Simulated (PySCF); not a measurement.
**PbCl₃: doublet, from a trigonal pyramidal start**

Aim: relax PbCl₃ as a doublet from a trigonal pyramidal start, check by its vibrations whether the end is a minimum, and collect its spectrum and constants.

Method: PBE0, basis Pb def2-TZVP with ECP60, Cl def2-TZVP, scalar-relativistic core potentials, no spin–orbit coupling, density fitting; program: PySCF 2.14.0.

**1. Starting geometry**

4 atoms, charge 0, spin multiplicity 2.

Bond lengths: Pb1–Cl2 2.430 Å, Pb1–Cl3 2.430 Å, Pb1–Cl4 2.430 Å. Angles: Cl2–Pb1–Cl3 99.8°, Cl2–Pb1–Cl4 99.8°, Cl3–Pb1–Cl4 99.8°.

```xyz
4
charge 0 multiplicity 2
Pb    0.0000    0.0000   -0.3825
Cl    2.1456    0.0000    0.7583
Cl   -1.0728    1.8581    0.7583
Cl   -1.0728   -1.8581    0.7583
```

**2. Relaxation: trigonal pyramidal start, doublet**

The steps below are one call of a driver around PySCF. For each, scf.py gives the equivalent set-up of the SCF; relaxations use the driver's own optimiser. Before each start the driver seeks the lowest SCF state from one or more starting densities and follows internal instabilities, so scf.py alone need not reach the same state.

The program finds C3v symmetry in the start, which this walk keeps. The walk stops when the largest gradient is under 0.0003 Eh/bohr and the energy has settled too.

scf.py

```python
from pyscf import gto, scf, dft
mol = gto.M(atom='''
Pb     0.000000     0.000000    -0.382499
Cl     2.145575     0.000022     0.758301
Cl    -1.072806     1.858111     0.758301
Cl    -1.072768    -1.858133     0.758301''',
    basis={'Pb': 'def2-TZVP', 'Cl': 'def2-TZVP'},
    ecp={'Pb': 'def2-TZVP'},
    charge=0, spin=1)
mf = dft.UKS(mol, xc='PBE0')
mf.grids.atom_grid = (50, 194)
aux = {'Pb': 'def2-universal-JKFIT', 'Cl': 'def2-universal-JKFIT'}
mf = mf.density_fit(auxbasis=aux)
mf.kernel()
```

After this run come: Frequencies.

What does the calculation give? Wanted: minimum; geometry; wavenumbers; dipole moment; highest occupied, lowest empty level; polar-tensor charge of Pb1; zero-point energy; atomisation energy; ⟨S²⟩.

As calculated:

```
                                          quantity                                     value
                                           minimum                              doublet, C3v
                                          geometry  Pb–Cl 2.448 Å (×3); Cl–Pb–Cl 109.4° (×3)
                                wavenumbers (cm⁻¹)        73 (e), 78 (a1), 293 (a1), 304 (e)
                                     dipole moment                                    2.47 D
highest occupied, lowest empty level (either spin)                           -8.19, -5.92 eV
                        polar-tensor charge of Pb1                                   +1.42 e
                                 zero-point energy                                6.7 kJ/mol
                               entropy at 298.15 K                           368.3 J/(mol K)
         atomisation energy (no zero-point energy)                                864 kJ/mol
                                              ⟨S²⟩                                     0.757
```

**Reading.** The molecule stays C3v, as typed, and the end point is a minimum. In the infrared the band at 304 cm⁻¹ (e, stretch) leads. Only this shape and spin were tried, so other structures or states may lie lower. The soft modes, below some 90 cm⁻¹, carry numerical noise of tens of cm⁻¹, and the entropy with them. Spin–orbit coupling, left out here, can matter for elements this heavy.
